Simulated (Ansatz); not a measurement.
# CoSi: the cost of one run

Computed with Ansatz 0.2.0, Gaussian basis. Level: def2-TZVPP, core rule «outside noble gas», up to 14 orbitals frozen.

To be run: UHF; ROHF; CCSD(T) on UHF.

### Step 1. The geometry

The geometry is a PBE0/def2-TZVP stationary point (not a proven minimum) of the parent state, kept for this charge and spin.

2 atoms, charge 1, spin multiplicity 3.

Atoms are counted from 1 here; the program's logs count them from 0.

Bond lengths: Co1–Si2 2.231 Å.

### Step 2. UHF

The input, in.yaml:

```yaml
crystal:
  periodic: [false, false, false]
  atoms:
    - {symbol: Co, position_ang: [0.000000, 0.000000, 0.000000]}
    - {symbol: Si, position_ang: [0.000000, 0.000000, 2.230600]}
basis:
  gaussian: {orbitals: def2-TZVPP}
total_charge: 1
magnetization: {spin_polarized: true, initial_magnetization: 2}
hamiltonian: {xc: hf}
output: {orbitals: {seedname: orbitals}}
```

The run is started by

```console
$ ansatz run in.yaml --threads 1 --pin off --events-out ev --progress --plain --max-ram 4096MiB --backend cpu
```

Q: Estimate wall time and peak memory on 1 thread of AMD EPYC 7R13, shared host.

About 84 s, with a peak of 0.34 GiB.
